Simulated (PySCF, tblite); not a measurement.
**C₈H₁₂NP: geometry, infrared bands and NMR shifts**

What infrared bands and NMR shifts should C₈H₁₂NP (`Cc1cc(N(C)C)ccp1`) show?

The runs use tblite 0.8.0 and PySCF 2.14.0, with density-fitted response routines of our own; the level of theory stands in each step. All values are computed, except where a source is named. Atoms are numbered from 0 throughout.

## (1) Starting geometry

22 atoms, charge 0, multiplicity 1; geometry from: force field or distance geometry start.

Bonds of the start (Å): C0–C1 1.52, C1–C2 1.40, C2–C3 1.43, C3–N4 1.40, N4–C5 1.45, N4–C6 1.46, C3–C7 1.41, C7–C8 1.39, C8–P9 1.81, P9–C1 1.84, C0–H10 1.09, C0–H11 1.10, C0–H12 1.09, C2–H13 1.09, C5–H14 1.10, C5–H15 1.09, C5–H16 1.09, C6–H17 1.09, C6–H18 1.10, C6–H19 1.09, C7–H20 1.10, C8–H21 1.09.

## (2) Optimising the geometry with GFN2-xTB

What the job is given:

```
{"job": {"kind": "relax", "xc": "GFN2-xTB", "basis": "xTB"}, "charge": 0, "multiplicity": 1}
C      3.382100    -0.765800     0.176100
C      2.191700     0.172200     0.093100
C      0.901700    -0.374200     0.056300
C     -0.343800     0.330600    -0.035200
N     -1.554700    -0.380200    -0.058600
C     -1.628900    -1.793300     0.279300
C     -2.796600     0.279400    -0.457700
C     -0.323200     1.741900    -0.060400
C      0.794800     2.570000    -0.032600
P      2.507800     1.980400     0.064300
H      3.402100    -1.399400    -0.716500
H      3.287200    -1.404500     1.064700
H      4.320100    -0.224300     0.250900
H      0.860600    -1.461700     0.060300
H     -1.121200    -1.983500     1.235300
H     -2.662600    -2.125700     0.419200
H     -1.175800    -2.404700    -0.502800
H     -3.146400     0.941700     0.338700
H     -3.596600    -0.447600    -0.632600
H     -2.668500     0.843900    -1.377900
H     -1.285200     2.271500    -0.102200
H      0.645000     3.652400    -0.062500
```

Run with:

```console
OMP_NUM_THREADS=1 python probes_run.py task.json out
```

One launch serves the whole session: the jobs run in the order shown.

**Question.** This job is followed by: GFN2-xTB harmonic vibrations, gas phase; GIAO PBE0/pcSseg-1 NMR shielding, non-relativistic, gas phase. What will the session give for the following? strongest single infrared mode (GFN2-xTB); zero-point energy (GFN2-xTB); 13C shifts against TMS (PBE0/pcSseg-1, means over atoms taken as alike); 1H shifts against TMS (PBE0/pcSseg-1, means over atoms taken as alike); 15N shifts against NH3 (PBE0/pcSseg-1); 31P shifts against H3PO4 (PBE0/pcSseg-1).

The runs gave:

| quantity | value |
| --- | --- |
| strongest single infrared mode (GFN2-xTB) | 1578 cm⁻¹, 362 km/mol |
| zero-point energy (GFN2-xTB) | 112.8 kcal/mol |
| 13C shifts against TMS (PBE0/pcSseg-1, means over atoms taken as alike) | 179.8, 165.3, 153.2, 123.0, 119.9, 41.6, 28.0 ppm |
| 1H shifts against TMS (PBE0/pcSseg-1, means over atoms taken as alike) | 8.83, 7.21, 7.13, 3.18, 2.81 ppm |
| 15N shifts against NH3 (PBE0/pcSseg-1) | 70.9 ppm |
| 31P shifts against H3PO4 (PBE0/pcSseg-1) | 146.6 ppm |

Over 55 steps the energy fell by 0.361 eV; of the close pairs, C1–P9 changed most, 1.836 to 1.747 Å. No mode is imaginary among the 60: a minimum at this level. The strongest single mode, at 1578 cm⁻¹, is carried by C2, C7, C3, C1. Unscaled tight-binding wavenumbers are off by several per cent, some by more. Its intensities can rank the bands wrongly. At PBE0/pcSseg-1: The largest span, 501 ppm, is at P9, where the paramagnetic term is -797 ppm. NICS(1)zz of -22 ppm above the planar ring from C1 marks a diatropic (aromatic) ring current.
